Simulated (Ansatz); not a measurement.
Task: a single point of AlRhO3, space group P6_3/mmc, with Ansatz 0.2.0 through its Python package. Give the script and its output. Settings: PBEsol, PAW, cutoff 470 eV, 9×9×2 k-points, Fermi-Dirac smearing of 0.1 eV.

```yaml
crystal:
  lattice:
    - [3.11713, 0.00000, 0.00000]
    - [-1.55856, 2.69951, 0.00000]
    - [0.00000, 0.00000, 11.75263]
  atoms:
    - { symbol: Al, position: [0.66667, 0.33333, 0.75000] }
    - { symbol: Al, position: [0.33333, 0.66667, 0.25000] }
    - { symbol: Rh, position: [0.00000, 0.00000, 0.50000] }
    - { symbol: Rh, position: [0.00000, 0.00000, 0.00000] }
    - { symbol: O, position: [0.66667, 0.33333, 0.58633] }
    - { symbol: O, position: [0.00000, 0.00000, 0.75000] }
    - { symbol: O, position: [0.66667, 0.33333, 0.91367] }
    - { symbol: O, position: [0.00000, 0.00000, 0.25000] }
    - { symbol: O, position: [0.33333, 0.66667, 0.08633] }
    - { symbol: O, position: [0.33333, 0.66667, 0.41367] }
```

Script `scf_alrho3.py`:
```python
"""SCF run for AlRhO3."""

from pathlib import Path
import warnings

import ansatz
import numpy as np


def main() -> None:
    warnings.simplefilter("ignore", ansatz.DeckWarning)

    alrho3 = (
        ansatz.Lattice.from_parameters(3.117127, 3.117127, 11.752625, alpha=90, beta=90, gamma=120)
        .space_group(194)
        .atom("Al", (2 / 3, 1 / 3, 0.75))
        .atom("Rh", (0.0, 0.0, 0.5))
        .atom("O", (2 / 3, 1 / 3, 0.586335))
        .atom("O", (0.0, 0.0, 0.75))
    )

    # functional, basis and sampling
    calc = alrho3.calculation()
    calc = calc.functional("PBEsol")
    calc = calc.basis(470).kpoints(9, 9, 2)
    calc = calc.occupations("fermi_dirac", width=100 * ansatz.meV)
    calc = calc.compute(populations=True, density=True, potential=True, electron_localization_function=True, output_files={"volumetric_format": "npy"}, electric_field_gradient=True)
    outcome = calc.run(threads=1, pin="off")
    rep = outcome.report

    for key in ("converged", "n_iterations", "n_electrons", "n_kpoints", "n_pw", "n_symmetry_ops", "free_energy_ev", "fermi_energy_ev"):
        print(f"{key:18s} {rep[key]}")

    files = Path(outcome.write_results("tables"))
    print((files / "populations.tsv").read_text())

    folder = Path(outcome.write_results("fields"))
    for name in sorted(p.name for p in folder.glob("*.npy")):
        field = np.load(folder / name)
        print(f"{name:16s} {str(field.shape):16s} min {field.min():10.4f}  mean {field.mean():10.4f}  max {field.max():10.4f}")

    for row in rep["efg"]:
        print({k: round(v, 4) if isinstance(v, float) else v for k, v in row.items() if not isinstance(v, (list, dict))})


if __name__ == "__main__":
    main()
```

Output of `python scf_alrho3.py`:
```text
converged          True
n_iterations       8
n_electrons        76.0
n_kpoints          24
n_pw               2333
n_symmetry_ops     24
free_energy_ev     -17095.06258647287
fermi_energy_ev    12.612927154391372
# site	symbol	l	j	q
# orbitals = lowdin
# n_electrons = 76.000000
# spilling = 0.004861
0	Al	0_3S	-	0.518766
0	Al	1_3P	-	1.233302
1	Al	0_3S	-	0.518766
1	Al	1_3P	-	1.233302
2	Rh	0_4S	-	1.988350
2	Rh	0_5S	-	0.404217
2	Rh	1_4P	-	5.991899
2	Rh	2_4D	-	7.596967
3	Rh	0_4S	-	1.988350
3	Rh	0_5S	-	0.404217
3	Rh	1_4P	-	5.991899
3	Rh	2_4D	-	7.596967
4	O	0_2S	-	1.719200
4	O	1_2P	-	4.915903
5	O	0_2S	-	1.719200
5	O	1_2P	-	4.915903
6	O	0_2S	-	1.719200
6	O	1_2P	-	4.915903
7	O	0_2S	-	1.719200
7	O	1_2P	-	4.915903
8	O	0_2S	-	1.603933
8	O	1_2P	-	5.207648
9	O	0_2S	-	1.603933
9	O	1_2P	-	5.207648

elf.npy          (24, 24, 90)     min     0.0051  mean     0.3208  max     0.8848
rho.npy          (24, 24, 90)     min     0.0274  mean     0.7685  max    15.1643
v_es.npy         (24, 24, 90)     min   -89.4238  mean     4.9114  max    15.8847
v_tot.npy        (24, 24, 90)     min  -122.4344  mean    -6.9906  max    10.4917
{'site': 1, 'element': 'Al', 'v_zz_1e21_v_m2': -0.3075, 'eta': 0.0, 'by_run_symmetry': 'allowed', 'electrostatic_potential_v': -1233.3652}
{'site': 2, 'element': 'Al', 'v_zz_1e21_v_m2': -0.3075, 'eta': 0.0, 'by_run_symmetry': 'allowed', 'electrostatic_potential_v': -1233.3652}
{'site': 3, 'element': 'Rh', 'v_zz_1e21_v_m2': -1.7917, 'eta': 0.0, 'by_run_symmetry': 'allowed', 'electrostatic_potential_v': -7018.5623}
{'site': 4, 'element': 'Rh', 'v_zz_1e21_v_m2': -1.7917, 'eta': 0.0, 'by_run_symmetry': 'allowed', 'electrostatic_potential_v': -7018.5623}
{'site': 5, 'element': 'O', 'v_zz_1e21_v_m2': -1.3339, 'eta': 0.0, 'by_run_symmetry': 'allowed', 'electrostatic_potential_v': -625.8901}
{'site': 6, 'element': 'O', 'v_zz_1e21_v_m2': -1.3339, 'eta': 0.0, 'by_run_symmetry': 'allowed', 'electrostatic_potential_v': -625.8901}
{'site': 7, 'element': 'O', 'v_zz_1e21_v_m2': -1.3339, 'eta': 0.0, 'by_run_symmetry': 'allowed', 'electrostatic_potential_v': -625.8901}
{'site': 8, 'element': 'O', 'v_zz_1e21_v_m2': -1.3339, 'eta': 0.0, 'by_run_symmetry': 'allowed', 'electrostatic_potential_v': -625.8901}
{'site': 9, 'element': 'O', 'v_zz_1e21_v_m2': -9.041, 'eta': 0.0, 'by_run_symmetry': 'allowed', 'electrostatic_potential_v': -626.4146}
{'site': 10, 'element': 'O', 'v_zz_1e21_v_m2': -9.041, 'eta': 0.0, 'by_run_symmetry': 'allowed', 'electrostatic_potential_v': -626.4146}
```

Notes:
- Absolute energies stand on the zero of these potentials, so only differences at equal settings mean something. A total without «per atom» is that of the cell as typed.
- No spin polarisation was allowed.
- The zero of the levels is a convention of the potentials, so an absolute Fermi energy is no work function.
- An opening on this mesh may only mean that it misses a point where bands touch.
- Densities and potentials on the grid are those of the valence electrons, and inside the cores they hang on the potentials used.
- The structure comes from a database of computed cells and needn't be a stable or known phase.
- The script silences the warnings on its input, which a real study should read.
- Cost: roughly 4 core-seconds.

(Lines on the test bed's own set-up are left out of the output.)
